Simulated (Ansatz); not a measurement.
# Sb2: the cost of one run

Method: the levels named in each step, in Ansatz 0.2.0.

## 1. The system as given

Bond lengths: Sb1–Sb2 2.534 Å.

As a file:

```xyz
2

Sb    0.0000    0.0000    0.0000
Sb    0.0000    0.0000    2.5343
```

## 2. A rough first relaxation, PBE-D4/def2-SVP

This run stands in another session on the same molecule. It ended at:

```xyz
2

Sb    0.0000    0.0000    0.0087
Sb    0.0000    0.0000    2.5256
```

## 3. Relaxation, PBE0-D4/def2-TZVPP

This run stands in another session on the same molecule. It ended at:

```xyz
2

Sb    0.0000    0.0000    0.0349
Sb    0.0000    0.0000    2.4993
```

## 4. Frequencies, PBE0-D4/def2-TZVPP

File input.yaml:

```yaml
crystal:
  periodic: [false, false, false]
  atoms:
    - { symbol: Sb, position_ang: [0.0, 0.0, 0.03494042] }
    - { symbol: Sb, position_ang: [0.0, 0.0, 2.49932958] }
basis:
  gaussian: { orbitals: def2-TZVPP }
hamiltonian:
  xc: pbe0
  dispersion: d4
phonons: {}
```

Started as:

```
ansatz run input.yaml --threads 2 --pin off --max-ram 5120MiB --backend cpu --events-out ev --progress --plain --runs-dir out
```

Q: Estimate wall time and peak memory on 2 threads of Arm Neoverse V1, shared host.

About 8.8 s, with a peak of 0.18 GiB.
